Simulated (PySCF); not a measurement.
**[ReOCl3]2+: other functionals and bases at one geometry**

The task here is to estimate one member of a computed series from the others.

The runs use PySCF 2.14.0; several levels, as the steps say, no spin–orbit coupling.

3 further runs of the same task are left out: 2 for a known fault of the program, 1 that didn't finish.

## Where the work starts

5 atoms, charge 2, spin multiplicity 1.

Bond lengths: Re1–O2 1.640 Å, Re1–Cl3 2.143 Å, Re1–Cl4 2.143 Å, Re1–Cl5 2.143 Å. Angles: O2–Re1–Cl3 107.2°, O2–Re1–Cl4 107.2°, O2–Re1–Cl5 107.2°, Cl3–Re1–Cl4 111.7°, Cl3–Re1–Cl5 111.7°, Cl4–Re1–Cl5 111.7°.

Geometry (Å):

```
Re    0.0518    0.0000   -0.0811
O     1.2436    0.0000   -1.2075
Cl    0.2959    1.7729    1.0973
Cl   -1.8149    0.0000   -1.1343
Cl    0.2959   -1.7729    1.0973
```

Formal oxidation states: Re +7. An earlier session relaxed this geometry at PBE0, Re def2-SVP with ECP60, O def2-SVP, Cl def2-SVP (singlet, point group C3v).

At PBE0 on the finer grid: E = -1532.329397 Eh, HOMO -21.74 eV, LUMO -16.85 eV, Mulliken charge on Re1 +1.10 e, largest force component 0.013 eV/Å. 

Levels to run: M06-L; revPBE; B3LYP; TPSSh; PBE0, TZVP; PBE0, x2c-SVP. Hardware: 2 threads of Arm Neoverse V1, shared host.

Set-up of the first run:

run.py (the lines that set the calculation) reads:

```python
mol = gto.M(atom='''
Re     0.05184     0.00000    -0.08111
O      1.24358     0.00000    -1.20752
Cl     0.29589     1.77286     1.09728
Cl    -1.81490     0.00000    -1.13429
Cl     0.29589    -1.77286     1.09728''',
    basis={'Re': 'def2-SVP', 'O': 'def2-SVP', 'Cl': 'def2-SVP'},
    ecp={'Re': 'def2-SVP'},
    charge=2, spin=0)
mf = dft.RKS(mol, xc='M06L')
mf.grids.atom_grid = (75, 302)
mf = mf.density_fit()  # fitting sets: Re def2-universal-JKFIT, O def2-universal-JKFIT, Cl def2-universal-JKFIT
mf.conv_tol = 1e-08; mf.max_cycle = 55
mf.kernel(dm0)  # dm0: the density of the relaxed state
```

Command:

```sh
OMP_NUM_THREADS=2 python run.py
```

Steps of the session up to this table: M06-L; revPBE; B3LYP; TPSSh; PBE0, TZVP; PBE0, x2c-SVP.

One of the session's tables, all rows but one given; the rest of the session is left out.

```
              level  HOMO (eV)  gap (eV)  charge on Re1 (e)  dipole (D)  largest force component (eV/Å)
PBE0 (relaxed here)     -21.74      4.89               1.10        2.03                            0.01
              M06-L     -20.94      3.39               1.33        1.91                            0.74
             revPBE     -20.39      3.17               1.01        1.99                            1.58
              B3LYP     -21.40      4.50               1.08        2.09                            0.75
              TPSSh          ?         ?                  ?           ?                               ?
         PBE0, TZVP     -21.40      4.92               1.34        2.16                            0.46
      PBE0, x2c-SVP     -21.76      4.67               1.00        2.09                            0.64
```

Q: Estimate the row for TPSSh from the others.

**Answer.** HOMO (eV): -21.12; gap (eV): 3.94; charge on Re1 (e): 1.14; dipole (D): 1.98; largest force component (eV/Å): 0.84. In the column «HOMO (eV)» it lies between PBE0, TZVP (-21.40) and M06-L (-20.94).

The dipole of a charged species depends on the origin, so these sizes hold for this origin alone.

In one basis the HOMO–LUMO gap runs from 3.17 eV (revPBE) to 4.89 eV (PBE0). The largest leftover force, 1.58 eV/Å with revPBE, stands at a geometry relaxed at another level. Total energies of different levels can't be compared.
